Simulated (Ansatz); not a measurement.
# ZnS: the cost of one run

Method: DFT r²SCAN + D4, scalar-relativistic, plane waves, PAW, in Ansatz 0.2.0.

1 further run of the same task is left out (set aside as unsound or not needed). Runs told in other sessions of the task aren't counted.

**1. The system as given**

It takes space group F-43m (No. 216, cubic). The conventional cell has a = 5.409 Å, b = 5.409 Å, c = 5.409 Å, α = 90.00°, β = 90.00°, γ = 90.00°. Zn (site symmetry -43m) has 4 S at 2.34 Å in its first shell of neighbours. S (site symmetry -43m) has 4 Zn at 2.34 Å in its first shell of neighbours.

Structure file:

```
Zn S
1.0
     0.00000    2.70465    2.70465
     2.70465    0.00000    2.70465
     2.70465    2.70465    0.00000
Zn S
1 1
Direct
  0.00000 0.00000 0.00000
  0.75000 0.75000 0.75000
```

An earlier run on this cell at PBE gave 1.38 GPa at 19.785 Å³/atom (8×8×8 mesh), mesh gap 2.10 eV.

**2. At the given cell**

File input.yaml:

```yaml
crystal:
  lattice:
    - [0.0, 2.7046490548, 2.7046490548]
    - [2.7046490548, 0.0, 2.7046490548]
    - [2.7046490548, 2.7046490548, 0.0]
  atoms:
    - { symbol: Zn, position: [0.0, 0.0, 0.0] }
    - { symbol: S, position: [0.75, 0.75, 0.75] }
basis:
  ecutwfc: 500
  ecutrho_ratio: 4
kpoints:
  mp_grid: { grid: [8, 8, 8] }
hamiltonian:
  xc: r2scan
  dispersion: d4
scf:
  occupations: { method: gaussian, width: 0.05 }
output:
  forces: true
  stress: true
  eigenvalues: true
```

Run with:

```sh
> ansatz run input.yaml --threads 4 --pin off --max-ram 8192MiB --backend cpu --events-out ev --progress --plain --runs-dir out
```

Q: Estimate wall time and peak memory on 4 threads of Arm Neoverse V1, shared host.

About 1.4 s, with a peak of 0.42 GiB.
